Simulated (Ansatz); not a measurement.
# VAu: the cost of one run

Program: Ansatz 0.2.0. Level of theory: DFT, PBEsol, PAW with Ansatz's default frozen-core files, scalar-relativistic. These are calculated values, not measurements.

## 1. Starting point

It takes space group R-3m (No. 166, trigonal). The conventional cell has a = 2.821 Å, b = 2.821 Å, c = 13.833 Å, α = 90.00°, β = 90.00°, γ = 120.00°. Around V (site symmetry -3m) lie 6 V at 2.82 Å and 6 Au at 2.82 Å. Around Au (site symmetry -3m) lie 6 Au at 2.82 Å and 6 V at 2.82 Å.

Structure file:

```cif
data_structure
_symmetry_space_group_name_H-M 'R-3m:H'
_symmetry_Int_Tables_number 166
_cell_length_a 2.8208
_cell_length_b 2.8208
_cell_length_c 13.8333
_cell_angle_alpha 90.000
_cell_angle_beta 90.000
_cell_angle_gamma 120.000
_cell_volume 95.32
loop_
_atom_site_label
_atom_site_type_symbol
_atom_site_symmetry_multiplicity
_atom_site_Wyckoff_symbol
_atom_site_fract_x
_atom_site_fract_y
_atom_site_fract_z
_atom_site_occupancy
V1 V 3 b 0.66667 0.33333 0.83333 1
Au1 Au 3 a 0.00000 0.00000 0.00000 1
```

The file gives the conventional cell by its symmetry; the runs use the cell typed in the input.

Atoms are numbered in the order of the input: V1, Au2.

## 2. Free moments from the typed start, PAW

The input, input.yaml:

```yaml
crystal:
  lattice:
    - [1.4104010158, 0.8142954061, 4.6110877943]
    - [-1.4104010158, 0.8142954061, 4.6110877943]
    - [0.0, -1.6285908123, 4.6110877943]
  atoms:
    - { symbol: V, position: [0.5, 0.5, 0.5], spin: 2.0 }
    - { symbol: Au, position: [0.0, 0.0, 0.0] }
magnetization:
  spin_polarized: true
kpoints:
  mp_grid: { grid: [14, 14, 14] }
scf:
  occupations: { method: fermi_dirac, width: 0.05 }
  lower_state_search: "off"
hamiltonian:
  xc: pbesol
  pseudopotentials: { kind: paw }
output:
  forces: true
  stress: true
  eigenvalues: true
  populations: true
  dos: { projected: true, de: 0.1, e_range: [-8, 5] }
  write_density: true
  write_potential: true
  elf: true
  volumetric_format: npy
```

The run is started by

```sh
$ ansatz run input.yaml --threads 1 --pin off --max-ram 3072MiB --backend cpu --events-out ev --progress --plain --runs-dir out
```

What time and memory should one allow on 1 thread of Arm Neoverse V2, shared host?

About 55 s, with a peak of 0.54 GiB.
